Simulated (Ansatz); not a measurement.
# MnS (Fm-3m): equation of state

One table from this session's results is given with a row withheld; the runs are named, their logs left out.

The COD entry's cell or inner coordinates are ideal or old and differ from later refinements, so a difference from it is no clean test against experiment.

Method: DFT PBE, scalar-relativistic, plane waves, PAW, in Ansatz 0.2.0.

Spin polarisation is switched off on purpose; where the compound carries moments, volume, stiffness and gap are then not the real material's.

## The structure to begin with

Symmetry: Fm-3m, No. 225, cubic system. The conventional cell has a = 4.692 Å, b = 4.692 Å, c = 4.692 Å, α = 90.00°, β = 90.00°, γ = 90.00°. Mn (site symmetry m-3m) has 6 S at 2.35 Å as nearest neighbours. S (site symmetry m-3m) is surrounded by 6 Mn at 2.35 Å.

Structure file:

```
CELL_PARAMETERS angstrom
0.00000 2.34599 2.34599
2.34599 0.00000 2.34599
2.34599 2.34599 0.00000
ATOMIC_POSITIONS crystal
Mn 0.00000 0.00000 0.00000
S 0.50000 0.50000 0.50000
```

An earlier run at PBE left this cell at 12.912 Å³/atom and -0.01 GPa (12×12×12 mesh).

Volume factors to run: 0.980, 1.020, 0.960, 1.040.

The first run:

Contents of input.yaml:

```yaml
crystal:
  lattice:
    - [0.0, 2.3302473804, 2.3302473804]
    - [2.3302473804, 0.0, 2.3302473804]
    - [2.3302473804, 2.3302473804, 0.0]
  atoms:
    - { symbol: Mn, position: [0.0, 0.0, 0.0] }
    - { symbol: S, position: [0.5, 0.5, 0.5] }
basis:
  ecutwfc: 420
  ecutrho_ratio: 4
kpoints:
  mp_grid: { grid: [12, 12, 12] }
hamiltonian:
  xc: pbe
scf:
  occupations: { method: gaussian, width: 0.05 }
output:
  forces: true
  stress: true
  eigenvalues: true
```

Launch:

```bash
ansatz run input.yaml --threads 1 --pin off --max-ram 2560MiB --backend cpu --events-out ev --progress --plain --runs-dir out
```

Steps of the session up to this table: At 0.980 of the relaxed volume; Volume × 1.020; Volume × 0.960; Scaling the volume by 1.040.

One of the session's tables, all rows but one given; the rest of the session is left out.

It belongs to the step «The fit». 

```
volume (Å³/atom)  energy (meV/atom)  pressure (GPa)
          12.395              10.63            6.95
          12.653                  ?               ?
          12.912               0.00           -0.01
          13.170               2.49           -2.94
          13.428               9.44           -5.57
```

Estimate the missing values for volume (Å³/atom) = 12.653.

Worked estimate for «energy (meV/atom)». A straight line through the neighbours (12.395, 10.63) and (12.912, 0.00) gives 10.63 + (0.00 − 10.63) × (12.653 − 12.395) / (12.912 − 12.395) = 5.33; a parabola fitted to 3 rows on both sides gives 2.72.

As computed: energy (meV/atom): 2.52; pressure (GPa): 3.28. In «energy (meV/atom)» the line misses by +2.81 and the parabola by +0.20.
